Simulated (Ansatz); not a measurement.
# CH₄Cl₂HfOS: vertical ionisation energy

Aim: the vertical ionisation energy of CH₄Cl₂HfOS, as cation minus neutral at the neutral's geometry, on several levels, and how well −ε(HOMO) stands in for it.

The runs use Ansatz 0.2.0, Gaussian basis; unrestricted cation, the program's frozen cores in correlated methods.

Levels to be run: UKS PBE-D4/def2-TZVPP; UKS r2SCAN-D4/def2-TZVPP; UKS PBE0-D4/def2-TZVPP; UKS B3LYP-D4/def2-TZVPP; UKS wB97X-V/def2-TZVPP; UKS wB97M-V/def2-TZVPP; UKS B2PLYP/def2-TZVPP; UHF-CCSD(T)/def2-TZVPP; UHF-MP2/def2-QZVPP; extrapolation to the limit; then −ε(HOMO) from the neutral's earlier runs with LDA (SPW92), PBE-D4, revPBE-D4, BLYP-D4, r2SCAN-D4, B97M-V, PBE0-D4, B3LYP-D4, r2SCANh-D4, r2SCAN0-D4, HSE06-D4, BHLYP-D4, CAM-B3LYP-D4, LC-ωPBE, ωB97X-V, ωB97M-V.

## Step 1: The relaxed structure

The geometry comes from an earlier relaxation with PBE0-D4 in a triple-zeta def2 set; it is a stationary point, not always the lowest conformer. Hf takes the def2 core potential; no spin-orbit term is included.

SMILES `C[O][Hf]([SH])([Cl])[Cl]`, 10 atoms, charge 0, spin multiplicity 1.

Atoms are counted from 1 here; the program's logs count them from 0.

Bond lengths: C1–O2 1.396 Å, C1–H7 1.093 Å, C1–H8 1.093 Å, C1–H9 1.093 Å, O2–Hf3 1.875 Å, Hf3–S4 2.441 Å, Hf3–Cl5 2.346 Å, Hf3–Cl6 2.346 Å, S4–H10 1.346 Å. Angles: O2–C1–H7 110.0°, O2–C1–H8 109.8°, O2–C1–H9 110.0°, H7–C1–H8 108.9°, H7–C1–H9 109.1°, H8–C1–H9 108.9°, C1–O2–Hf3 173.1°, O2–Hf3–S4 106.3°, O2–Hf3–Cl5 110.0°, O2–Hf3–Cl6 110.0°, S4–Hf3–Cl5 110.3°, S4–Hf3–Cl6 110.3°, Cl5–Hf3–Cl6 110.0°, Hf3–S4–H10 91.5°.

## Step 2: Cation, UKS PBE-D4/def2-TZVPP

in.yaml

```yaml
crystal:
  periodic: [false, false, false]
  atoms:
    - {symbol: C, position_ang: [-1.832099, 0.053551, -0.354115]}
    - {symbol: O, position_ang: [-0.465366, 0.132354, -0.080338]}
    - {symbol: Hf, position_ang: [1.342051, 0.461194, 0.296762]}
    - {symbol: S, position_ang: [2.439441, -1.718920, 0.351929]}
    - {symbol: Cl, position_ang: [2.279735, 1.801338, -1.384978]}
    - {symbol: Cl, position_ang: [1.545543, 1.526389, 2.376948]}
    - {symbol: H, position_ang: [-2.062265, 0.599677, -1.272352]}
    - {symbol: H, position_ang: [-2.124213, -0.992138, -0.480792]}
    - {symbol: H, position_ang: [-2.404866, 0.484081, 0.471106]}
    - {symbol: H, position_ang: [1.282030, -2.347537, 0.075829]}
basis:
  gaussian: {orbitals: def2-TZVPP}
total_charge: 1
magnetization: {spin_polarized: true, initial_magnetization: 1}
hamiltonian: {xc: pbe, dispersion: d4}
```

Further steps of the session: Cation, UKS r2SCAN-D4/def2-TZVPP; Cation, UKS PBE0-D4/def2-TZVPP; Cation, UKS B3LYP-D4/def2-TZVPP; Cation, UKS wB97X-V/def2-TZVPP; Cation, UKS wB97M-V/def2-TZVPP; Cation, UKS B2PLYP (frozen core)/def2-TZVPP; Cation, UHF-CCSD(T)/def2-TZVPP; Cation, UHF-MP2/def2-QZVPP.

Before running them: what should the planned runs give, taken together? Wanted: ionisation energy, CCSD(T)/CBS; nearest functional by difference; nearest −ε(HOMO); −ε(HOMO) of PBE; T1 of the cation.

As calculated:

| quantity | value |
| --- | --- |
| ionisation energy, CCSD(T)/CBS | 10.04 eV |
| nearest functional by difference | ωB97X-V (-0.08 eV) |
| nearest −ε(HOMO) | ωB97X-V (+0.08 eV) |
| −ε(HOMO) of PBE | 6.58 eV |
| T1 of the cation | 0.019 |

What this shows: By cation minus neutral, the functionals miss by 0.60 eV at most. −ε(HOMO) of PBE misses by 3.5 eV, since self-interaction lifts the level. Among orbital estimates ωB97X-V comes nearest. Hartree-Fock falls 1.12 eV short, as the neutral has more correlation energy than the cation. Correlated methods include outer-core shells of Hf, which these sets cover unevenly.
